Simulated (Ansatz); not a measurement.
# C2H4BrNSi: energies of removing a hydrogen from a Python script

Computed with the Python package of Ansatz 0.2.0. Level of theory: PBE0/def2-TZVP.

**1. Starting point**

Bond lengths: Br1–Si2 2.167 Å, Si2–C3 1.691 Å, C3–C4 1.354 Å, C3–N5 1.397 Å, C4–N5 1.327 Å, Si2–H6 1.503 Å, Si2–H7 1.477 Å, C4–H8 1.047 Å, N5–H9 0.963 Å. Angles (14 of 15 angles, heavy atoms first): Br1–Si2–C3 107.3°, Si2–C3–C4 156.1°, Si2–C3–N5 146.2°, C4–C3–N5 57.6°, C3–C4–N5 62.8°, C3–N5–C4 59.5°, Br1–Si2–H6 108.5°, Br1–Si2–H7 108.6°, C3–Si2–H6 113.4°, C3–Si2–H7 111.7°, C3–C4–H8 148.6°, N5–C4–H8 146.5°, C3–N5–H9 111.3°, C4–N5–H9 116.6°.

No structure file is read: the coordinates are typed or built in the script.

**2. The script**

The input, bde_c2h4brnsi.py:

```python
import ansatz as az


def single_point(molecule, charge=0, unpaired=0):
    calc = molecule.calculation().basis(gaussian='def2-TZVP').functional('PBE0')
    if charge:
        calc = calc.charge(charge)
    if unpaired:
        calc = calc.spin('collinear', total=unpaired)
    return calc.run(threads=1, pin='off').report['free_energy_ev']

GEOMETRY = '''
Br   -2.51530    0.87420   -0.65670
Si   -0.88550    0.69520    0.75990
C     0.37260   -0.12160   -0.02040
C     1.24180   -1.13620   -0.23920
N     1.32720   -0.08160   -1.03960
H    -0.50510    2.07270    1.22670
H    -1.36810   -0.04720    1.94210
H     1.50420   -2.13810   -0.08290
H     0.91680   -0.16370   -1.90700
'''

def without(molecule, index):
    rest = az.Crystal.molecule()
    for i, site in enumerate(molecule.cartesian_sites):
        if i != index:
            rest = rest.atom(site.symbol, site.position_ang)
    return rest


def main() -> None:
    geometry = az.Crystal.molecule()
    for line in GEOMETRY.strip().splitlines():
        symbol, *xyz = line.split()
        geometry = geometry.atom(symbol, [float(v) for v in xyz])

    whole = single_point(geometry, 0)
    hydrogen = single_point(az.Crystal.molecule().atom('H', (0, 0, 0)), 0, 1)
    print(f'E(molecule) = {whole:.5f} eV, E(H) = {hydrogen:.5f} eV')
    for index in [6, 7, 8]:
        radical = single_point(without(geometry, index), 0, 1)
        print(f'H{index}: homolysis {23.060548 * (radical + hydrogen - whole):.1f} kcal/mol')


if __name__ == '__main__':
    main()
```

**3. The input behind the calls**

The engine receives this input (first run):

```yaml
crystal:
  periodic: [false, false, false]
  atoms:
    - { symbol: Br, position_ang: [-2.5153, 0.8742, -0.6567] }
    - { symbol: Si, position_ang: [-0.8855, 0.6952, 0.7599] }
    - { symbol: C, position_ang: [0.3726, -0.1216, -0.0204] }
    - { symbol: C, position_ang: [1.2418, -1.1362, -0.2392] }
    - { symbol: "N", position_ang: [1.3272, -0.0816, -1.0396] }
    - { symbol: H, position_ang: [-0.5051, 2.0727, 1.2267] }
    - { symbol: H, position_ang: [-1.3681, -0.0472, 1.9421] }
    - { symbol: H, position_ang: [1.5042, -2.1381, -0.0829] }
    - { symbol: H, position_ang: [0.9168, -0.1637, -1.907] }
basis:
  gaussian:
    orbitals: def2-TZVP
hamiltonian:
  xc: pbe0
```

**4. The run**

The run is started by

```
$ python bde_c2h4brnsi.py
```

Q: Estimate wall time and peak memory on 1 thread of Arm Neoverse V1, shared host.

About 2.7 min, with a peak of 1.1 GiB.
